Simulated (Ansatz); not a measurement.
# BH₂ClO₂ (SMILES OB(O)Cl): one structure at several levels

How do the functionals fare away from a minimum? The structure is a structure displaced at random from a GFN2-xTB minimum.

Method: single points in def2-TZVPP; program: Ansatz 0.2.0, Gaussian basis.

Correlated methods freeze the cores. B3LYP uses VWN-RPA correlation.

## (1) Where the work starts

SMILES `OB(O)Cl`, 6 atoms, charge 0, spin multiplicity 1.

Atoms are counted from 1 here; the program's logs count them from 0.

Bond lengths: O1–B2 1.309 Å, O1–H5 0.927 Å, B2–O3 1.311 Å, B2–Cl4 1.742 Å, O3–H6 0.975 Å. Angles: B2–O1–H5 114.4°, O1–B2–O3 120.6°, O1–B2–Cl4 123.9°, O3–B2–Cl4 115.6°, B2–O3–H6 114.0°.

As a file:

| atom | x (Å) | y (Å) | z (Å) |
| --- | --- | --- | --- |
| O1 | 0.16270 | 0.95140 | -0.51560 |
| B2 | -0.14990 | -0.22010 | -0.02240 |
| O3 | 0.58470 | -0.76630 | 0.91610 |
| Cl4 | -1.52790 | -1.15310 | -0.53630 |
| H5 | -0.46470 | 1.29900 | -1.10230 |
| H6 | 1.31570 | -0.20050 | 1.22740 |

## (2) CCSD(T)/def2-TZVPP

Input file run/in.yaml:

```yaml
crystal:
  periodic: [false, false, false]
  atoms:
    - {symbol: O, position_ang: [0.162700, 0.951400, -0.515600]}
    - {symbol: B, position_ang: [-0.149900, -0.220100, -0.022400]}
    - {symbol: O, position_ang: [0.584700, -0.766300, 0.916100]}
    - {symbol: Cl, position_ang: [-1.527900, -1.153100, -0.536300]}
    - {symbol: H, position_ang: [-0.464700, 1.299000, -1.102300]}
    - {symbol: H, position_ang: [1.315700, -0.200500, 1.227400]}
basis:
  gaussian: {orbitals: def2-TZVPP}
correlation: {method: ccsd_t}
output: {forces: true}
```

Started as:

```console
ansatz run in.yaml --threads 4 --pin off --events-out ev --progress --plain --max-ram 5222MiB
```

## (3) PBE0-D4/def2-TZVPP

run/in.yaml: that of step 2 with these lines changed.

```diff
@@ -11,3 +11,3 @@
   gaussian: {orbitals: def2-TZVPP}
-correlation: {method: ccsd_t}
-output: {forces: true}
+hamiltonian: {xc: pbe0, dispersion: d4}
+output: {forces: true, orbitals: {seedname: orbitals}}
```

## (4) wB97M-V/def2-TZVPP

run/in.yaml: that of step 3 with these lines changed.

```diff
@@ -11,3 +11,3 @@
   gaussian: {orbitals: def2-TZVPP}
-hamiltonian: {xc: pbe0, dispersion: d4}
-output: {forces: true, orbitals: {seedname: orbitals}}
+hamiltonian: {xc: {name: wB97M-V}}
+output: {forces: true}
```

## (5) r2SCAN-D4/def2-TZVPP

run/in.yaml: that of step 4 with these lines changed.

```diff
@@ -11,3 +11,3 @@
   gaussian: {orbitals: def2-TZVPP}
-hamiltonian: {xc: {name: wB97M-V}}
+hamiltonian: {xc: r2scan, dispersion: d4}
 output: {forces: true}
```

## (6) PBE-D4/def2-TZVPP

run/in.yaml: that of step 5 with these lines changed.

```diff
@@ -11,3 +11,3 @@
   gaussian: {orbitals: def2-TZVPP}
-hamiltonian: {xc: r2scan, dispersion: d4}
+hamiltonian: {xc: pbe, dispersion: d4}
 output: {forces: true}
```

## (7) CAM-B3LYP-D4/def2-TZVPP

run/in.yaml: that of step 6 with these lines changed.

```diff
@@ -11,3 +11,3 @@
   gaussian: {orbitals: def2-TZVPP}
-hamiltonian: {xc: pbe, dispersion: d4}
+hamiltonian: {xc: {name: CAM-B3LYP}, dispersion: d4}
 output: {forces: true}
```

## (8) B3LYP-D4/def2-TZVPP

run/in.yaml: that of step 7 with these lines changed.

```diff
@@ -11,3 +11,3 @@
   gaussian: {orbitals: def2-TZVPP}
-hamiltonian: {xc: {name: CAM-B3LYP}, dispersion: d4}
+hamiltonian: {xc: {name: B3LYP}, dispersion: d4}
 output: {forces: true}
```

(Steps that only read results are left out.)

Before running it: what results should come out? Wanted: energy less free atoms, CCSD(T)/def2-TZVPP; RMS force component; RMS force error; HOMO and LUMO, PBE0-D4; T1 diagnostic.

As calculated:

| quantity | value |
| --- | --- |
| energy less free atoms, CCSD(T)/def2-TZVPP | -2416.2 kJ/mol |
| RMS force component | 0.992 to 1.193 eV/Å over the methods |
| RMS force error | PBE0-D4 0.157, wB97M-V 0.098, r2SCAN-D4 0.114, PBE-D4 0.227, CAM-B3LYP-D4 0.205, B3LYP-D4 0.142 eV/Å |
| HOMO and LUMO, PBE0-D4 | -9.06 and 0.61 eV |
| T1 diagnostic | 0.011 |

In words: Against CCSD(T) the functionals' energies less atoms differ by -134.3 to -56.1 kJ/mol, PBE-D4 by -134.3 kJ/mol. CCSD(T) in triple zeta still lacks some correlation energy of the bonds, so part of these gaps is its own basis error and they don't rank the functionals. The forces of wB97M-V come nearest to CCSD(T), those of PBE-D4 are farthest. Frozen-core CCSD(T) forces in triple zeta carry basis errors of their own, and this is one geometry, so small gaps rank nothing.
